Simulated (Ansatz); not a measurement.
# C₃H₄F₄: one species, many methods

One table from this session's results is given with a row withheld; the runs are named, their logs left out.

Program: Ansatz 0.2.0, Gaussian basis. Level of theory: functionals in def2-TZVPP, the program's frozen cores in correlated methods. These are calculated values, not measurements.

Levels to be run: LDA (SPW92), PBE-D4, revPBE-D4, BLYP-D4, r2SCAN-D4, B97M-V, PBE0-D4, B3LYP-D4, r2SCANh-D4, r2SCAN0-D4, HSE06-D4, BHLYP-D4, CAM-B3LYP-D4, LC-ωPBE, ωB97X-V, ωB97M-V, B2PLYP, PBE-QIDH; CCSD(T)/def2-SVP; CCSD(T)/def2-TZVPP; MP2/def2-QZVPP; extrapolation to the limit; RPA on PBE.

## The geometry

The geometry comes from an earlier relaxation with PBE0-D4 in a triple-zeta def2 set; it is a stationary point, not always the lowest conformer.

SMILES `FCC(F)C(F)F`, 11 atoms, charge 0, spin multiplicity 1.

Atoms are counted from 1 here; the program's logs count them from 0.

Bond lengths: F1–C2 1.376 Å, C2–C3 1.506 Å, C2–H8 1.092 Å, C2–H9 1.094 Å, C3–F4 1.377 Å, C3–C5 1.518 Å, C3–H10 1.095 Å, C5–F6 1.354 Å, C5–F7 1.355 Å, C5–H11 1.094 Å. Angles: F1–C2–C3 109.5°, F1–C2–H8 108.7°, F1–C2–H9 108.7°, C3–C2–H8 110.3°, C3–C2–H9 109.8°, H8–C2–H9 109.8°, C2–C3–F4 110.4°, C2–C3–C5 112.6°, C2–C3–H10 109.8°, F4–C3–C5 107.6°, F4–C3–H10 108.1°, C5–C3–H10 108.3°, C3–C5–F6 110.7°, C3–C5–F7 109.1°, C3–C5–H11 111.8°, F6–C5–F7 107.7°, F6–C5–H11 108.3°, F7–C5–H11 109.1°.

The first run:

in.yaml reads:

```yaml
crystal:
  periodic: [false, false, false]
  atoms:
    - {symbol: F, position_ang: [-2.164978, -0.677137, 0.809616]}
    - {symbol: C, position_ang: [-0.796703, -0.533407, 0.821546]}
    - {symbol: C, position_ang: [-0.370747, 0.325846, -0.339012]}
    - {symbol: F, position_ang: [-0.699995, 1.642998, -0.107378]}
    - {symbol: C, position_ang: [1.124244, 0.264393, -0.592503]}
    - {symbol: F, position_ang: [1.813609, 0.446857, 0.558032]}
    - {symbol: F, position_ang: [1.441986, -0.961840, -1.073367]}
    - {symbol: H, position_ang: [-0.502235, -0.068391, 1.764628]}
    - {symbol: H, position_ang: [-0.339265, -1.523327, 0.737972]}
    - {symbol: H, position_ang: [-0.886574, 0.002163, -1.249045]}
    - {symbol: H, position_ang: [1.446159, 1.024845, -1.309990]}
basis:
  gaussian: {orbitals: def2-TZVPP}
hamiltonian: {xc: lda}
output: {orbitals: {seedname: orbitals}}
```

Launch:

```bash
ansatz run in.yaml --threads 4 --pin off --events-out ev --progress --plain --max-ram 11315MiB
```

Among the steps run: LDA; PBE-D4 (GGA); revPBE-D4 (GGA); BLYP-D4 (GGA); r2SCAN-D4 (meta-GGA); B97M-V (meta-GGA); PBE0-D4 (hybrid); B3LYP-D4 (hybrid); r2SCANh-D4 (hybrid); r2SCAN0-D4 (hybrid); HSE06-D4 (hybrid); BHLYP-D4 (hybrid); CAM-B3LYP-D4 (range-separated); LC-ωPBE (range-separated); ωB97X-V (range-separated); ωB97M-V (range-separated); B2PLYP (double hybrid); PBE-QIDH (double hybrid).

One of the session's tables, all rows but one given; the rest of the session is left out.

It belongs to the step «Orbital energies across the functionals». 

```
  functional  HOMO (eV)  LUMO (eV)  gap (eV)
 LDA (SPW92)      -8.05      -0.18      7.87
      PBE-D4      -7.86       0.14      8.00
   revPBE-D4          ?          ?         ?
     BLYP-D4      -7.84       0.22      8.06
   r2SCAN-D4      -8.26       0.59      8.84
      B97M-V      -8.44       0.51      8.95
     PBE0-D4      -9.64       1.26     10.90
    B3LYP-D4      -9.43       0.92     10.35
  r2SCANh-D4      -8.92       0.99      9.91
  r2SCAN0-D4      -9.91       1.57     11.48
    HSE06-D4      -9.23       0.88     10.11
    BHLYP-D4     -11.41       2.04     13.46
CAM-B3LYP-D4     -11.19       2.17     13.37
     LC-ωPBE     -12.44       3.53     15.97
     ωB97X-V     -12.13       3.37     15.49
     ωB97M-V     -12.05       2.95     14.99
```

Estimate the missing values for revPBE-D4.

The run gave: HOMO (eV): -7.78; LUMO (eV): 0.28; gap (eV): 8.06. In the column «HOMO (eV)» it is the highest.
